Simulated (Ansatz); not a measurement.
This script for the Ansatz DFT code, driven from Python starts 3 runs on TiI2, space group P-3m1. What input does the engine get in each?

Script `tii2.py`:
```python
# -*- coding: utf-8 -*-
"""Density of TiI2 less that of its sublattices."""

import ansatz as az
import numpy as np

VECTORS = np.array([
    [3.8604399, 0.0, 0.0],
    [-1.93021995, 3.34323903, 0.0],
    [0.0, 0.0, 7.617038],
])
SITES = [
    ("Ti", (0.0, 0.0, 0.0)),
    ("I", (1 / 3, 2 / 3, 0.231488)),
    ("I", (2 / 3, 1 / 3, 0.768512)),
]


def on_lattice(cell):
    crystal = az.Crystal(lattice=az.Lattice.of(cell))
    for symbol, position in SITES:
        crystal = crystal.atom(symbol, position)
    return crystal

# same cell, cutoff and mesh for the crystal and its parts
def solve(crystal):
    return (
        crystal.calculation()
        .functional("LDA")
        .occupations("gaussian")
        .basis(460, grid_basis="typed")
        .kpoints(7, 7, 3)
        .density()
        .run(threads=1)
    )


whole = solve(on_lattice(VECTORS))
difference = whole.density().channels[0].density_e_per_ang3.copy()
binding = whole.report["free_energy_ev"]
for element in ["Ti", "I"]:
    part = az.Crystal(lattice=az.Lattice.of(VECTORS))
    for symbol, position in SITES:
        if symbol == element:
            part = part.atom(symbol, position)
    alone = solve(part)
    difference -= alone.density().channels[0].density_e_per_ang3
    binding -= alone.report["free_energy_ev"]
    print(f"{element} sublattice: {alone.report['n_electrons']:g} electrons, {alone.report['n_iterations']} iterations")

voxel = abs(np.linalg.det(VECTORS)) / difference.size
print(f"energy of the crystal less its unpolarised sublattices: {binding / len(SITES):.4f} eV/atom")
print(f"net charge of the difference {difference.sum() * voxel:.5f} e, charge moved {0.5 * np.abs(difference).sum() * voxel:.3f} e")
print(f"extremes {difference.min():.4f} and {difference.max():.4f} e/A^3")
for (symbol, position) in SITES:
    index = tuple(int(round(p * n)) % n for p, n in zip(position, difference.shape))
    print(f"  change of the pseudo-density at the grid point nearest {symbol}: {difference[index]:+.4f} e/A^3")
profile = difference.mean(axis=(0, 1))
print("planar mean along the third vector:", np.round(profile[:: max(len(profile) // 12, 1)], 4))
```

Run 1:
```yaml
crystal:
  lattice:
    - [3.8604399, 0.0, 0.0]
    - [-1.93021995, 3.34323903, 0.0]
    - [0.0, 0.0, 7.617038]
  atoms:
    - { symbol: Ti, position: [0.0, 0.0, 0.0] }
    - { symbol: I, position: [0.3333333333333333, 0.6666666666666666, 0.231488] }
    - { symbol: I, position: [0.6666666666666666, 0.3333333333333333, 0.768512] }
basis:
  ecutwfc: 460.0
  fft_grid_basis: typed
kpoints:
  mp_grid:
    grid: [7, 7, 3]
hamiltonian:
  xc: lda
scf:
  occupations:
    method: gaussian
output:
  write_density: true
```

Run 2, against run 1:
```diff
-    - { symbol: I, position: [0.3333333333333333, 0.6666666666666666, 0.231488] }
-    - { symbol: I, position: [0.6666666666666666, 0.3333333333333333, 0.768512] }
```

Run 3, against run 1:
```diff
-    - { symbol: Ti, position: [0.0, 0.0, 0.0] }
```

Running `python tii2.py` prints:
```text
Ti sublattice: 12 electrons, 8 iterations
I sublattice: 34 electrons, 7 iterations
energy of the crystal less its unpolarised sublattices: -2.7330 eV/atom
net charge of the difference -0.00000 e, charge moved 0.682 e
extremes -0.2016 and 0.2550 e/A^3
  change of the pseudo-density at the grid point nearest Ti: -0.0805 e/A^3
  change of the pseudo-density at the grid point nearest I: +0.0017 e/A^3
  change of the pseudo-density at the grid point nearest I: +0.0017 e/A^3
planar mean along the third vector: [-0.0088 -0.0083  0.0136  0.0133 -0.0013 -0.0056 -0.0031 -0.0024 -0.0045
 -0.004   0.0037  0.0154  0.0093 -0.0217]
```

Reading the output:
- For a metal this k-point mesh is coarse: on a finer one energies can move by several to tens of meV an atom and pressures by half a GPa or more, differences at one mesh by less.
- The fields are valence quantities on the plane-wave grid; their values near the nuclei depend on the potentials.
- This cell is a computed structure, which may not be the phase found in nature.
- Charge moved counts every rearrangement, bonding and polarisation too, and is no transfer between atoms; the bare sublattices are artificial references. Values near the nuclei depend on the potentials.
- The whole script took 4.2 s on 1 thread of Intel(R) Xeon(R) Platinum 8488C (Sapphire Rapids), with other jobs on the host, peak memory 0.45 GiB.

(A comment or docstring line of the script was reworded after the run, the code is as it ran; lines on the test bed's own set-up are left out of the output.)
